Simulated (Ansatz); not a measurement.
# TiRe (Pm-3m): relaxations under a series of pressures, by script

How does TiRe (Pm-3m) give way under pressure? Aim: relaxations under a series of pressures, for TiRe (Pm-3m), run from a script.

Program: Ansatz 0.2.0, driven from Python. Level of theory: DFT r2SCAN, plane waves, PAW. These are calculated values, not measurements.

## Step 1: The structure

The structure is cubic, space group Pm-3m (No. 221). Conventional cell: a = 3.118 Å, b = 3.118 Å, c = 3.118 Å, α = 90.00°, β = 90.00°, γ = 90.00°. Around Ti (site symmetry m-3m) lie 8 Re at 2.70 Å. Re (site symmetry m-3m) has 8 Ti at 2.70 Å as nearest neighbours.

The script holds or builds the structure itself.

## Step 2: The code

File compress_tire.py:

```python
# -*- coding: utf-8 -*-
"""Volume and enthalpy of TiRe against pressure."""

from dataclasses import dataclass
import warnings

import ansatz as az
import numpy as np


@dataclass(frozen=True)
class RunConfig:
    smearing_width: float = 0.15
    kspacing: float = 0.24
    xc: str = "r2SCAN"


settings = RunConfig()

def edges_and_angles(cell):
    cell = np.asarray(cell)
    a, b, c = np.linalg.norm(cell, axis=1)
    cosines = cell[1] @ cell[2] / (b * c), cell[0] @ cell[2] / (a * c), cell[0] @ cell[1] / (a * b)
    return (a, b, c, *np.degrees(np.arccos(cosines)))

warnings.simplefilter("ignore", az.DeckWarning)

xtal = (
    az.Lattice.of([3.118, 0.0, 0.0], [0.0, 3.118, 0.0], [0.0, 0.0, 3.118])
    .atom("Ti", [0.5, 0.5, 0.5])
    .atom("Re", [0.0, 0.0, 0.0])
)

calculation = (
    xtal.calculation()
    .occupations(az.OccupationsMethod.FERMI_DIRAC, width=settings.smearing_width)
    .kpoints(spacing=settings.kspacing)
    .pseudopotentials("paw")
    .functional(settings.xc)
)

# H = F + PV, with 1 GPa A^3 = 1/160.21766 eV
rows = []
for pressure in [0, 10, 20, 30, 40]:
    res = calculation.relax(cell=True, pressure=pressure).run(threads=1, pin="off")
    cell = res.lattice.cell_ang
    n_atoms = len(res.lattice.sites)
    volume = abs(np.linalg.det(cell)) / n_atoms
    enthalpy = res.report["free_energy_ev"] / n_atoms + pressure * volume / 160.21766
    rows.append((pressure, volume, enthalpy, *edges_and_angles(cell)))
    print(f"{pressure} GPa done: {volume:.4f} A^3/atom")

print(" P (GPa)  V (A^3/atom)  H (eV/atom)     a       b       c")
for row in rows:
    print("{:8.1f} {:12.4f} {:14.5f} {:7.4f} {:7.4f} {:7.4f}".format(*row[:6]))
p, v = np.array([row[0] for row in rows], float), np.array([row[1] for row in rows])
print("mean bulk modulus between rows (GPa):", np.round(-np.diff(p) / np.diff(np.log(v)), 1))
```

## Step 3: Running it

Run with:

```console
python compress_tire.py
```

**Question.** How far does the cell shrink over this series of pressures, and what bulk modulus does the first step imply?

As calculated:

| quantity | value |
| --- | --- |
| bulk modulus between neighbouring pressures | 257.1 to 371.5 GPa |
| runs compared | 5 |
| range of energy | 203.76 meV/atom |

The crystal stiffens as it is compressed. The volume falls from 14.97 Å³ an atom at 0 GPa to 13.15 at 40 GPa, by 12.2 %. Between 0 and 10 GPa, -V dP/dV is about 257 GPa, a mean over that step. In run 1, the volume shrank by 1.2 % over 2 moves, and the space group stayed Pm-3m. In run 5, over 3 moves the cell shrank by 13.2 % in volume under the 40 GPa asked, and the space group stayed Pm-3m. At a fixed pressure a relaxation lowers the enthalpy F + PV, while F alone can rise. For a metal this k-point mesh is coarse: on a finer one energies can move by several to tens of meV an atom and pressures by half a GPa or more, differences at one mesh by less. A Fermi-Dirac width this large means warm electrons, whose thermal share enters the free energy. Spin-orbit coupling, which matters for elements this heavy, is left out. Symmetry holds the cell in this phase, so another phase that may be stable under pressure is not reached.
